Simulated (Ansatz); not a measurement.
# ClHOSi: the cost of one run

The runs use Ansatz 0.2.0, Gaussian basis; PBE0-D4/def2-TZVP structures, single points in def2-TZVPP, no counterpoise correction.

Levels: SPW92, PBE-D4, BLYP-D4, r2SCAN-D4, B97M-V, PBE0-D4, B3LYP-D4, r2SCAN0-D4, BHLYP-D4, CAM-B3LYP-D4, wB97X-V, wB97M-V, B2PLYP, PBE-QIDH, RPA on PBE, Hartree-Fock, MP2, CCSD, CCSD(T).

Cores are frozen in the correlated methods. B3LYP uses VWN-RPA correlation. B2PLYP carries no dispersion term here.

56 further runs of the same task are left out: 56 set aside as unsound or not needed.

## 1. The starting structure

The complex: 10 atoms, charge 0, spin multiplicity 1.

Atoms are counted from 1 here; the program's logs count them from 0.

Bond lengths: Si1–O2 1.890 Å, Si1–O4 1.526 Å, Si1–H6 1.476 Å, Si1–Cl7 2.064 Å, O2–C3 1.441 Å, O2–H5 0.975 Å, C3–H8 1.089 Å, C3–H9 1.086 Å, C3–H10 1.089 Å. Angles: O2–Si1–O4 97.0°, O2–Si1–H6 99.7°, O2–Si1–Cl7 99.8°, O4–Si1–H6 126.1°, O4–Si1–Cl7 122.3°, H6–Si1–Cl7 104.6°, Si1–O2–C3 129.0°, Si1–O2–H5 96.3°, C3–O2–H5 113.5°, O2–C3–H8 110.3°, O2–C3–H9 106.6°, O2–C3–H10 108.3°, H8–C3–H9 109.9°, H8–C3–H10 111.4°, H9–C3–H10 110.2°.

Geometry (Å):

```xyz
10
CH5ClO2Si
Si   -0.4865    1.5026    0.1978
O     0.5779   -0.0517    0.3530
C     0.2997   -1.3910   -0.0997
O     0.6260    2.4471   -0.2470
H     1.3848    0.3315   -0.0382
H    -1.1402    1.4905    1.5214
Cl   -1.9309    0.8089   -1.1039
H     0.1849   -1.4084   -1.1825
H    -0.6297   -1.6925    0.3753
H     1.1140   -2.0371    0.2242
```

Its parts: ClHOSi holds atoms 1, 4, 6, 7; CH₄O holds atoms 2, 3, 5, 8, 9, 10. Each part counts its atoms afresh in its own runs.

## 2. Relaxing ClHOSi alone

relax-a/in.yaml reads:

```yaml
crystal:
  periodic: [false, false, false]
  atoms:
    - {symbol: Si, position_ang: [-0.486454, 1.502584, 0.197762]}
    - {symbol: O, position_ang: [0.625991, 2.447138, -0.247029]}
    - {symbol: H, position_ang: [-1.140245, 1.490522, 1.521417]}
    - {symbol: Cl, position_ang: [-1.930894, 0.808925, -1.103874]}
basis:
  gaussian: {orbitals: def2-TZVP}
hamiltonian: {xc: pbe0, dispersion: d4}
relax: {f_tol: 0.005, max_steps: 200}
```

Started as:

```sh
ansatz run in.yaml --threads 4 --pin off --events-out ev --progress --plain --max-ram 9574MiB
```

**Question.** How long does this run take on 4 threads of AMD EPYC, shared host?

About 14 s.
